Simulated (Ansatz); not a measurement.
# C₄₀H₄₂S₆Si₂: geometry, orbitals and charge

What does C₄₀H₄₂S₆Si₂ look like as a singlet, and where do its frontier electrons sit?

Method: RKS PBE0-D4/def2-SVP; program: Ansatz 0.2.0, Gaussian basis.

The runs, in order: relaxation at PBE-D4/def2-SVP; a single point at PBE0-D4/def2-SVP.

1 further run of the same task is left out (set aside as unsound or not needed).

**1. The starting structure**

SMILES `Cc1cc(-c2sc(-c3sc(-c4sc(-c5sc(-c6sc(C#C[Si](C)(C)C)cc6C)cc5C)cc4C)cc3C)cc2C)sc1C#C[Si](C)(C)C`, 90 atoms, charge 0, spin multiplicity 1.

Atoms are counted from 1 here; the program's logs count them from 0.

Bond lengths: C1–C2 1.493 Å, C1–H49 1.088 Å, C1–H50 1.089 Å, C1–H51 1.091 Å, C2–C3 1.400 Å, C2–C42 1.380 Å, C3–C4 1.377 Å, C3–H52 1.076 Å, C4–C5 1.425 Å, C4–S41 1.742 Å, C5–S6 1.744 Å, C5–C39 1.382 Å, S6–C7 1.740 Å, C7–C8 1.427 Å, C7–C38 1.375 Å, C8–S9 1.748 Å, C8–C36 1.382 Å, S9–C10 1.743 Å and more. Angles: C2–C1–H49 110.7°, C2–C1–H50 110.2°, C2–C1–H51 109.9°, H49–C1–H50 109.7°, H49–C1–H51 108.4°, H50–C1–H51 107.9°, C1–C2–C3 123.9°, C1–C2–C42 124.0°, C3–C2–C42 112.0°, C2–C3–C4 114.6°, C2–C3–H52 123.2°, C4–C3–H52 122.2°, C3–C4–C5 124.8°, C3–C4–S41 110.5°, C5–C4–S41 124.6°, C4–C5–S6 117.0°, C4–C5–C39 132.0°, S6–C5–C39 111.0° and more.

The start is a GFN2-xTB geometry.

**2. Optimising with PBE-D4/def2-SVP**

Input file in.yaml:

```yaml
crystal:
  periodic: [false, false, false]
  atoms:
    - {symbol: C, position_ang: [-10.789500, 1.370430, -0.937760]}
    - {symbol: C, position_ang: [-9.778740, 0.364700, -0.496520]}
    - {symbol: C, position_ang: [-8.396010, 0.534330, -0.634750]}
    - {symbol: C, position_ang: [-7.639370, -0.502800, -0.137360]}
    - {symbol: C, position_ang: [-6.215410, -0.523460, -0.094630]}
    - {symbol: S, position_ang: [-5.390660, 0.965560, -0.474480]}
    - {symbol: C, position_ang: [-3.833250, 0.239640, -0.197430]}
    - {symbol: C, position_ang: [-2.640630, 1.008040, -0.346930]}
    - {symbol: S, position_ang: [-1.106390, 0.229140, -0.655780]}
    - {symbol: C, position_ang: [-0.286210, 1.764460, -0.739680]}
    - {symbol: C, position_ang: [1.097540, 1.889900, -1.066950]}
    - {symbol: S, position_ang: [2.242630, 0.618540, -0.729950]}
    - {symbol: C, position_ang: [3.551130, 1.547360, -1.407000]}
    - {symbol: C, position_ang: [4.895730, 1.070140, -1.419590]}
    - {symbol: S, position_ang: [5.417880, -0.101560, -0.239800]}
    - {symbol: C, position_ang: [7.056280, -0.030620, -0.822760]}
    - {symbol: C, position_ang: [8.135070, -0.740280, -0.221980]}
    - {symbol: S, position_ang: [9.761190, -0.302860, -0.684480]}
    - {symbol: C, position_ang: [10.428030, -1.447210, 0.445570]}
    - {symbol: C, position_ang: [11.808900, -1.516250, 0.622740]}
    - {symbol: C, position_ang: [13.011840, -1.506570, 0.773240]}
    - {symbol: Si, position_ang: [14.825180, -1.251830, 1.076780]}
    - {symbol: C, position_ang: [15.019220, -0.666940, 2.882110]}
    - {symbol: C, position_ang: [15.387050, 0.101700, -0.142320]}
    - {symbol: C, position_ang: [15.823620, -2.847960, 0.785690]}
    - {symbol: C, position_ang: [9.433490, -2.123090, 1.105260]}
    - {symbol: C, position_ang: [8.133340, -1.734790, 0.737790]}
    - {symbol: C, position_ang: [6.901970, -2.332700, 1.329470]}
    - {symbol: C, position_ang: [7.147560, 0.839810, -1.883910]}
    - {symbol: C, position_ang: [5.939900, 1.457200, -2.240320]}
    - {symbol: C, position_ang: [5.836210, 2.375300, -3.414900]}
    - {symbol: C, position_ang: [3.091870, 2.761190, -1.855420]}
    - {symbol: C, position_ang: [1.714770, 2.964510, -1.679470]}
    - {symbol: C, position_ang: [1.043860, 4.206750, -2.167000]}
    - {symbol: C, position_ang: [-1.169010, 2.788510, -0.498680]}
    - {symbol: C, position_ang: [-2.492830, 2.380520, -0.283210]}
    - {symbol: C, position_ang: [-3.580640, 3.361460, -0.000900]}
    - {symbol: C, position_ang: [-3.980670, -1.082750, 0.148810]}
    - {symbol: C, position_ang: [-5.314740, -1.519860, 0.229070]}
    - {symbol: C, position_ang: [-5.710360, -2.901130, 0.631410]}
    - {symbol: S, position_ang: [-8.666060, -1.751000, 0.512610]}
    - {symbol: C, position_ang: [-10.094660, -0.825640, 0.126610]}
    - {symbol: C, position_ang: [-11.380020, -1.224700, 0.488110]}
    - {symbol: C, position_ang: [-12.523180, -1.475300, 0.807520]}
    - {symbol: Si, position_ang: [-14.286470, -1.638370, 1.359310]}
    - {symbol: C, position_ang: [-14.780690, -3.475440, 1.467520]}
    - {symbol: C, position_ang: [-14.430210, -0.796350, 3.066240]}
    - {symbol: C, position_ang: [-15.376740, -0.695660, 0.107470]}
    - {symbol: H, position_ang: [-11.775400, 0.916910, -1.014020]}
    - {symbol: H, position_ang: [-10.503920, 1.792860, -1.899720]}
    - {symbol: H, position_ang: [-10.841420, 2.185660, -0.214840]}
    - {symbol: H, position_ang: [-7.950710, 1.404370, -1.084550]}
    - {symbol: H, position_ang: [14.679870, -1.425980, 3.580670]}
    - {symbol: H, position_ang: [16.054890, -0.439810, 3.118960]}
    - {symbol: H, position_ang: [14.434940, 0.229570, 3.066340]}
    - {symbol: H, position_ang: [14.759730, 0.984160, -0.059780]}
    - {symbol: H, position_ang: [16.413040, 0.405710, 0.044020]}
    - {symbol: H, position_ang: [15.327120, -0.246160, -1.169270]}
    - {symbol: H, position_ang: [15.461380, -3.668280, 1.397100]}
    - {symbol: H, position_ang: [16.870540, -2.694450, 1.032770]}
    - {symbol: H, position_ang: [15.775730, -3.164840, -0.251510]}
    - {symbol: H, position_ang: [9.640740, -2.876100, 1.844740]}
    - {symbol: H, position_ang: [7.154430, -3.218960, 1.905300]}
    - {symbol: H, position_ang: [6.191790, -2.605810, 0.550280]}
    - {symbol: H, position_ang: [6.410690, -1.618230, 1.989900]}
    - {symbol: H, position_ang: [8.078730, 1.022350, -2.393390]}
    - {symbol: H, position_ang: [5.983240, 3.413450, -3.114610]}
    - {symbol: H, position_ang: [6.608750, 2.126460, -4.139740]}
    - {symbol: H, position_ang: [4.861890, 2.286110, -3.890340]}
    - {symbol: H, position_ang: [3.733740, 3.512180, -2.274800]}
    - {symbol: H, position_ang: [0.937470, 4.933190, -1.360710]}
    - {symbol: H, position_ang: [0.056360, 3.986540, -2.568070]}
    - {symbol: H, position_ang: [1.649610, 4.661930, -2.947540]}
    - {symbol: H, position_ang: [-0.868550, 3.816640, -0.434820]}
    - {symbol: H, position_ang: [-4.220370, 3.488430, -0.874220]}
    - {symbol: H, position_ang: [-3.147340, 4.325940, 0.253330]}
    - {symbol: H, position_ang: [-4.205890, 3.027830, 0.825030]}
    - {symbol: H, position_ang: [-3.135910, -1.714920, 0.363850]}
    - {symbol: H, position_ang: [-4.828660, -3.502500, 0.837860]}
    - {symbol: H, position_ang: [-6.289140, -3.380260, -0.158040]}
    - {symbol: H, position_ang: [-6.333010, -2.872850, 1.525890]}
    - {symbol: H, position_ang: [-15.790060, -3.590910, 1.853110]}
    - {symbol: H, position_ang: [-14.112790, -4.018260, 2.129560]}
    - {symbol: H, position_ang: [-14.743130, -3.959040, 0.495990]}
    - {symbol: H, position_ang: [-15.450900, -0.818920, 3.438240]}
    - {symbol: H, position_ang: [-14.123590, 0.244030, 3.008590]}
    - {symbol: H, position_ang: [-13.798710, -1.281900, 3.804120]}
    - {symbol: H, position_ang: [-15.353060, -1.153830, -0.876800]}
    - {symbol: H, position_ang: [-15.041270, 0.331900, -0.002600]}
    - {symbol: H, position_ang: [-16.412670, -0.668260, 0.434340]}
basis:
  gaussian: {orbitals: def2-SVP, fitting: {mean_field: def2-universal-jkfit}}
hamiltonian: {xc: pbe, dispersion: d4}
scf: {lower_state_search: "off"}
output: {orbitals: {seedname: orbitals}}
relax: {f_tol: 0.03, max_steps: 70}
```

Run with:

```
ansatz run in.yaml --threads 5 --pin off --events-out ev --progress --plain --max-ram 66560MiB --backend cuda --devices 0, --max-vram 37GiB
```

The runs that follow: Single point, PBE0-D4/def2-SVP.

Before running them: what should the planned runs give, taken together? Wanted: point group; commonest bond, hydrogen aside; HOMO, LUMO at PBE0-D4/def2-SVP; dipole at PBE-D4/def2-SVP.

The runs gave:

| quantity | value |
| --- | --- |
| point group | C1 |
| commonest bond, hydrogen aside | C–C, 33 of mean length 1.420 Å |
| HOMO, LUMO at PBE0-D4/def2-SVP | -5.04, -2.34 eV |
| dipole at PBE-D4/def2-SVP | 1.92 D |

**Reading.** The molecule keeps its bonding pattern by the stored test; the atoms moved 1.63 Å (rms). No usable vibrations, so a minimum isn't proven. The point group is read from a loosely relaxed geometry; soft torsions can leave it below the true symmetry.
